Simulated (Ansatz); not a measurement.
**Hf: a trigonal deformation path**

The task, for Hf: look for other minima along a trigonal path.

Method: DFT PBEsol, scalar-relativistic, plane waves, PAW, in Ansatz 0.2.0.

## (1) The starting structure

The structure is cubic, space group Im-3m (No. 229). Conventional cell: a = 3.610 Å, b = 3.610 Å, c = 3.610 Å, α = 90.00°, β = 90.00°, γ = 90.00°. Around Hf (site symmetry m-3m) lie 8 Hf at 3.13 Å.

Coordinates:

```cif
data_structure
_symmetry_space_group_name_H-M 'Im-3m'
_symmetry_Int_Tables_number 229
_cell_length_a 3.6100
_cell_length_b 3.6100
_cell_length_c 3.6100
_cell_angle_alpha 90.000
_cell_angle_beta 90.000
_cell_angle_gamma 90.000
_cell_volume 47.05
loop_
_atom_site_label
_atom_site_type_symbol
_atom_site_symmetry_multiplicity
_atom_site_Wyckoff_symbol
_atom_site_fract_x
_atom_site_fract_y
_atom_site_fract_z
_atom_site_occupancy
Hf1 Hf 2 a 0.00000 0.00000 0.00000 1
```

No relaxation comes first: the listed cell is the starting point.

## (2) The reference cell

Reference values: F = -15597.8013 eV; pressure -8.99 GPa; largest force 0.000 eV/Å; gap on the mesh none (metal). It was computed beforehand with the settings of the runs below.

## (3) The scan: a trigonal deformation path

At fixed volume and fractional coordinates, lengths along (0.577, 0.577, 0.577) are scaled against those across it; ρ is that ratio over its starting value.

## (4) At ρ = 0.500

Input file input.yaml:

```yaml
crystal:
  lattice:
    - [-2.6531837442, 1.8951312459, 1.8951312459]
    - [1.8951312459, -2.6531837442, 1.8951312459]
    - [1.8951312459, 1.8951312459, -2.6531837442]
  atoms:
    - { symbol: Hf, position: [0.0, 0.0, 0.0] }
basis:
  ecutwfc: 420
kpoints:
  mp_grid: { grid: [20, 20, 20] }
hamiltonian:
  xc: pbesol
scf:
  occupations: { method: gaussian, width: 0.15 }
output:
  forces: true
  stress: true
  eigenvalues: true
  write_density: true
  write_potential: true
  elf: true
  volumetric_format: npy
```

Run with:

```console
ansatz run input.yaml --threads 1 --pin off --max-ram 2560MiB --backend cpu --events-out ev --progress --plain --runs-dir out
```

The session goes on with these runs: At ρ = 2.000; At ρ = 0.710; At ρ = 1.410; point ρ = 0.600; ρ = 0.850; point ρ = 1.200; point ρ = 1.700; At ρ = 0.930; ρ = 1.080.

Before running it: what results should come out? Wanted: highest point.

**Answer**, as computed:

| quantity | value |
| --- | --- |
| highest point | 4918.2 meV/atom at ρ = 0.500 |

What this shows: The undisturbed cell stays the lowest of the sampled points. No further minimum shows among the sampled points. At ρ = 2.000 the cell takes another symmetry, Pm-3m, 853.0 meV/atom from the start at this fixed volume. The runs treat Hf without spin-orbit coupling.
